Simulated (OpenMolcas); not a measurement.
# Ag²⁺ with 6 ligands (ammonia): CASSCF and CASPT2 levels and susceptibility

Aim: the ligand-field states of Ag²⁺ in this surrounding, its lowest levels with spin-orbit coupling and its magnetic susceptibility.

Method: state-averaged CASSCF and CASPT2, spin-orbit coupling by RASSI with atomic mean-field integrals. Code: OpenMolcas 26.06.

## Step 1: What is computed

| Property | Result |
| --- | --- |
| Species | Ag²⁺ (silver, Z = 47, 45 electrons) |
| Basis | ANO-RCC-VDZP [6s5p3d1f], 217 functions with the ligands |
| Scalar Hamiltonian | DKH2, point nucleus |
| Inactive shells | 1s 2s 2p 3s 3p 3d 4s 4p of the metal, and all ligand shells |
| Active space | 9 electrons in 5 orbitals (4d) |
| Some configurations of this space | 4d⁹ |
| Orbitals | optimised for each spin and parity, averaged over all roots |

The outer shells:

4d9
```
4d [↑↓][↑↓][↑↓][↑↓][↑ ]
```

Ag²⁺ is taken with 6 ligands (ammonia) in trigonal antiprism coordination (S6) at 2.36 Å, a polar angle of 57.5° against the regular 54.74°. Ligand basis ANO-RCC-VDZP. The distances are assumed, not relaxed.

```xyz
25

Ag    0.0000    0.0000    0.0000
N     0.0000    1.9898    1.2690
H    -0.9457    2.3120    1.4744
H     0.4729    1.8716    2.1650
H     0.4729    2.7523    0.7839
N    -1.7232   -0.9949    1.2690
H    -1.5293   -1.9750    1.4744
H    -2.6200   -0.9667    0.7839
H    -1.8572   -0.5263    2.1650
N     1.7232   -0.9949    1.2690
H     2.4751   -0.3370    1.4744
H     1.3844   -1.3453    2.1650
H     2.1472   -1.7857    0.7839
N     0.0000   -1.9898   -1.2690
H     0.9457   -2.3120   -1.4744
H    -0.4729   -1.8716   -2.1650
H    -0.4729   -2.7523   -0.7839
N     1.7232    0.9949   -1.2690
H     1.5293    1.9750   -1.4744
H     2.6200    0.9667   -0.7839
H     1.8572    0.5263   -2.1650
N    -1.7232    0.9949   -1.2690
H    -2.4751    0.3370   -1.4744
H    -1.3844    1.3453   -2.1650
H    -2.1472    1.7857   -0.7839
```

Each step is its own input file, run in one work folder so that later steps find the files of earlier ones. Labels, J, g values, rates, χT and fits are worked out afterwards by a script from the matrices that RASSI stores.

## Step 2: Basis and integrals

Input file a.inp:

```
&GATEWAY
Coord
25

Ag 0.0 0.0 0.0
N 0.000000 1.989793 1.268986
H -0.945728 2.311953 1.474443
H 0.472864 1.871559 2.164989
H 0.472864 2.752347 0.783897
N -1.723211 -0.994896 1.268986
H -1.529346 -1.975000 1.474443
H -2.620034 -0.966661 0.783897
H -1.857249 -0.526267 2.164989
N 1.723211 -0.994896 1.268986
H 2.475073 -0.336952 1.474443
H 1.384385 -1.345291 2.164989
H 2.147170 -1.785685 0.783897
N 0.000000 -1.989793 -1.268986
H 0.945728 -2.311953 -1.474443
H -0.472864 -1.871559 -2.164989
H -0.472864 -2.752347 -0.783897
N 1.723211 0.994896 -1.268986
H 1.529346 1.975000 -1.474443
H 2.620034 0.966661 -0.783897
H 1.857249 0.526267 -2.164989
N -1.723211 0.994896 -1.268986
H -2.475073 0.336952 -1.474443
H -1.384385 1.345291 -2.164989
H -2.147170 1.785685 -0.783897
Basis=Ag.ANO-RCC-VDZP,H.ANO-RCC-VDZP,N.ANO-RCC-VDZP
Group=XYZ
NoMove
AngMom=0.0 0.0 0.0
AMFI
RICD
&SEWARD
```

Started as:

```console
$ OMP_NUM_THREADS=1 MOLCAS_MEM=2457 MOLCAS_PROJECT=a pymolcas a.inp > a.log
```

## Step 3: Reference wave functions, doublets of even parity, 5 roots

Input file a.inp:

```
&RASSCF
FileOrb=start.orb
Symmetry=1
Spin=2
nActEl=9 0 0
Inactive=24 24
Ras2=5 0
CIRoot=5 5 1
SDav=5
CIMx=300
Iter=150 100
PrWF=0.3
OrbListing=Nothing
MaxOrb=0
LevShft=1.0
>>> COPY $Project.JobIph JOB001
```

start.orb holds start orbitals that the driver prepared beforehand, or those of the step before.

## Step 4: State interaction with spin-orbit coupling

Input file a.inp:

```
&RASSI
NrOfJobIphs=1 5
1 2 3 4 5
IphNames
JOB001
EJob
SpinOrbit
DIPRint=1.0
SOCoupling=1000.0
Subsets=2
Property=9
'ANGMOM' 1 'ANGMOM' 2 'ANGMOM' 3 'MLTPL  1' 1 'MLTPL  1' 2 'MLTPL  1' 3
'AMFI' 1 'AMFI' 2 'AMFI' 3
SOProperty=3
'ANGMOM' 1 'ANGMOM' 2 'ANGMOM' 3
```

## Step 5: CASPT2: IPEA 0.25, imaginary shift 0.1 (closed shells correlated: 4s 4p of the metal, with ligand shells; the Frozen line counts the rest)

Input file a.inp:

```
>>> COPY JOB001 $Project.JobIph
&CASPT2
Multistate=5 1 2 3 4 5
NoMult
Frozen=11 9
IPEA=0.25
Imaginary=0.1
MaxIter=60
WThr=0.0 0.3 0.05
PrWF=0.5
NoMix
```

## Step 6: CASPT2: IPEA 0.25, real shift 0.3 (closed shells correlated: 4s 4p of the metal, with ligand shells; the Frozen line counts the rest)

a.inp, as its differences from that of step 5:

```diff
@@ -6,3 +6,3 @@
 IPEA=0.25
-Imaginary=0.1
+Shift=0.3
 MaxIter=60
```

(Steps that only read results are left out.)

Before running it: what results should come out? Wanted: spin-free ground state; first state of the same spin within the active space; lowest level; next level.

As calculated:

| quantity | value |
| --- | --- |
| method | SS-CASPT2, IPEA 0.25, imaginary shift 0.1 (closed shells correlated: 4s 4p of the metal, with ligand shells; the Frozen line counts the rest) |
| spin-free ground state | doublet, 2-fold in its orbital part |
| first state of the same spin within the active space | doublet at 18000 cm⁻¹ |
| lowest level | 2-fold, g = 0.26, 0.26, 2.57 |
| next level | 262.8 cm⁻¹ |
| χT at 300 K | 0.49 cm³ K/mol |
| effective moment at 300 K | 1.99 μB |

Cost by method:

```
                                              method  time of its own steps  time with the reference
                                           A. CASSCF                   31 s                     31 s
B. SS-CASPT2, IPEA 0.25, imaginary shift 0.1, +4s 4p                   50 s                     81 s
     C. SS-CASPT2, IPEA 0.25, real shift 0.3, +4s 4p                   50 s                     81 s
```

Times are of one thread on a shared host.

**Reading.** The spin-free ground state (doublet) is 2-fold and keeps the highest spin of the shell. χT at 300 K is 0.49, against 0.38 cm³ K/mol for the spin alone, so orbital moment adds to it.
